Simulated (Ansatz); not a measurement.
# C6H16F2GeN2: a ladder of functionals and wavefunction methods

Aim: compute C6H16F2GeN2 with functionals from several rungs and with coupled cluster, and see how far each lands from CCSD(T) at the basis-set limit for the atomisation energy.

Computed with Ansatz 0.2.0, Gaussian basis. Level: functionals in def2-TZVPP, the program's frozen cores in correlated methods.

Levels to be run: LDA (SPW92), PBE-D4, revPBE-D4, BLYP-D4, r2SCAN-D4, B97M-V, PBE0-D4, B3LYP-D4, r2SCANh-D4, r2SCAN0-D4, HSE06-D4, BHLYP-D4, CAM-B3LYP-D4, LC-ωPBE, ωB97X-V, ωB97M-V, B2PLYP, PBE-QIDH; CCSD(T)/def2-SVP; CCSD(T)/def2-TZVPP; MP2/def2-QZVPP; extrapolation to the limit; RPA on PBE.

### 1 The relaxed structure

The geometry comes from an earlier relaxation with PBE0-D4 in a triple-zeta def2 set; it is a stationary point, not always the lowest conformer.

SMILES `CC[N](C)[Ge]([F])([F])[N](C)CC`, 27 atoms, charge 0, spin multiplicity 1.

Atoms are counted from 1 here; the program's logs count them from 0.

Bond lengths: C1–C2 1.519 Å, C1–H12 1.092 Å, C1–H13 1.092 Å, C1–H14 1.093 Å, C2–N3 1.452 Å, C2–H15 1.092 Å, C2–H16 1.100 Å, N3–C4 1.446 Å, N3–Ge5 1.789 Å, C4–H17 1.095 Å, C4–H18 1.092 Å, C4–H19 1.099 Å, Ge5–F6 1.733 Å, Ge5–F7 1.733 Å, Ge5–N8 1.792 Å, N8–C9 1.448 Å, N8–C10 1.453 Å, C9–H20 1.099 Å and more. Angles: C2–C1–H12 110.5°, C2–C1–H13 111.9°, C2–C1–H14 110.2°, H12–C1–H13 108.3°, H12–C1–H14 108.3°, H13–C1–H14 107.5°, C1–C2–N3 113.0°, C1–C2–H15 109.1°, C1–C2–H16 109.7°, N3–C2–H15 108.6°, N3–C2–H16 109.5°, H15–C2–H16 106.7°, C2–N3–C4 115.8°, C2–N3–Ge5 121.3°, C4–N3–Ge5 119.9°, N3–C4–H17 111.4°, N3–C4–H18 110.3°, N3–C4–H19 111.7° and more.

### 2 LDA

This LDA is Slater exchange with PW92 correlation.

Contents of in.yaml:

```yaml
crystal:
  periodic: [false, false, false]
  atoms:
    - {symbol: C, position_ang: [-1.418792, 3.176217, -0.029884]}
    - {symbol: C, position_ang: [-0.308587, 2.617491, 0.843496]}
    - {symbol: N, position_ang: [-0.221170, 1.168493, 0.793758]}
    - {symbol: C, position_ang: [-1.275870, 0.450187, 1.473530]}
    - {symbol: Ge, position_ang: [1.320735, 0.342672, 0.418443]}
    - {symbol: F, position_ang: [2.225780, 1.464955, -0.543533]}
    - {symbol: F, position_ang: [2.383812, 0.089615, 1.763014]}
    - {symbol: N, position_ang: [1.068920, -1.276978, -0.305757]}
    - {symbol: C, position_ang: [2.108614, -2.281887, -0.235403]}
    - {symbol: C, position_ang: [0.129734, -1.419561, -1.405247]}
    - {symbol: C, position_ang: [-0.790237, -2.618703, -1.254726]}
    - {symbol: H, position_ang: [-1.260198, 2.899064, -1.074361]}
    - {symbol: H, position_ang: [-2.401162, 2.809781, 0.275896]}
    - {symbol: H, position_ang: [-1.439722, 4.266637, 0.036783]}
    - {symbol: H, position_ang: [0.646107, 3.035588, 0.517881]}
    - {symbol: H, position_ang: [-0.457520, 2.941052, 1.884329]}
    - {symbol: H, position_ang: [-2.246935, 0.617889, 0.995492]}
    - {symbol: H, position_ang: [-1.080503, -0.623433, 1.447706]}
    - {symbol: H, position_ang: [-1.360345, 0.752716, 2.526354]}
    - {symbol: H, position_ang: [2.676896, -2.347823, -1.173683]}
    - {symbol: H, position_ang: [2.804445, -2.047981, 0.570261]}
    - {symbol: H, position_ang: [1.685979, -3.269618, -0.026558]}
    - {symbol: H, position_ang: [0.674343, -1.492695, -2.358973]}
    - {symbol: H, position_ang: [-0.475679, -0.509916, -1.462076]}
    - {symbol: H, position_ang: [-0.234358, -3.558285, -1.245763]}
    - {symbol: H, position_ang: [-1.363093, -2.554492, -0.326920]}
    - {symbol: H, position_ang: [-1.492792, -2.661386, -2.090358]}
basis:
  gaussian: {orbitals: def2-TZVPP}
hamiltonian: {xc: lda}
output: {orbitals: {seedname: orbitals}}
```

On the command line:

```console
ansatz run in.yaml --threads 11 --pin off --events-out ev --progress --plain --max-ram 174080MiB --backend cuda --devices 0, --max-vram 75GiB
```

The runs that follow: PBE-D4 (GGA); revPBE-D4 (GGA); BLYP-D4 (GGA); r2SCAN-D4 (meta-GGA); B97M-V (meta-GGA); B3LYP-D4 (hybrid); r2SCANh-D4 (hybrid); r2SCAN0-D4 (hybrid); HSE06-D4 (hybrid); BHLYP-D4 (hybrid); CAM-B3LYP-D4 (range-separated); LC-ωPBE (range-separated); ωB97X-V (range-separated); ωB97M-V (range-separated); B2PLYP (double hybrid); PBE-QIDH (double hybrid); CCSD(T) in def2-SVP; CCSD(T) in def2-TZVPP; MP2 in def2-QZVPP; RPA on PBE orbitals.

Before running them: what should the planned runs give, taken together? Wanted: atomisation energy, CCSD(T)/CBS; farthest beyond LDA; mean size of error, GGA; mean size of error, meta-GGA; mean size of error, hybrid; mean size of error, range-separated; mean size of error, double hybrid; gap, smallest and largest; T1 diagnostic.

**Answer**, as computed:

| quantity | value |
| --- | --- |
| atomisation energy, CCSD(T)/CBS | 10461.5 kJ/mol |
| functionals within 104.6 kJ/mol (1.0 %) | revPBE-D4, BLYP-D4, r2SCAN-D4, B97M-V, PBE0-D4, B3LYP-D4, r2SCANh-D4, HSE06-D4, CAM-B3LYP-D4, LC-ωPBE, ωB97X-V, ωB97M-V, PBE-QIDH |
| farthest beyond LDA | BHLYP-D4 (-296.7 kJ/mol) |
| mean size of error, GGA | 94.4 kJ/mol |
| mean size of error, meta-GGA | 7.7 kJ/mol |
| mean size of error, hybrid | 97.1 kJ/mol |
| mean size of error, range-separated | 29.1 kJ/mol |
| mean size of error, double hybrid | 86.8 kJ/mol |
| gap, smallest and largest | 4.58 eV (LDA (SPW92)), 12.22 eV (LC-ωPBE) |
| T1 diagnostic | 0.0111 |
| triples share of the correlation energy | 3.7 % |

What this shows: The LDA atomisation energy is off by 1524.7 kJ/mol (15 %): it overbinds. PBE-D4 misses by +204.3 kJ/mol. Double hybrids carry the basis error of their MP2 part in triple zeta, and no dispersion term here, so their miss is partly the set-up's. The rungs meta-GGA, range-separated, double hybrid, GGA, hybrid miss on average by less than the doubt on the reference (104.6 kJ/mol), so they tie. The reference freezes the cores and leaves out relativity and excitations past (T), and its outer-core shells are covered unevenly, so misses under about 104.6 kJ/mol can't be ranked. Hartree-Fock recovers 73 % of the binding; the rest is correlation. CCSD(T) in def2-SVP is off by -492.7 kJ/mol, so the small basis spoils what the method gains. The gap grows from 4.6 to 12.2 eV across the functionals, mostly with the share of exact exchange. Correlated methods include outer-core shells of Ge, which these sets cover unevenly.
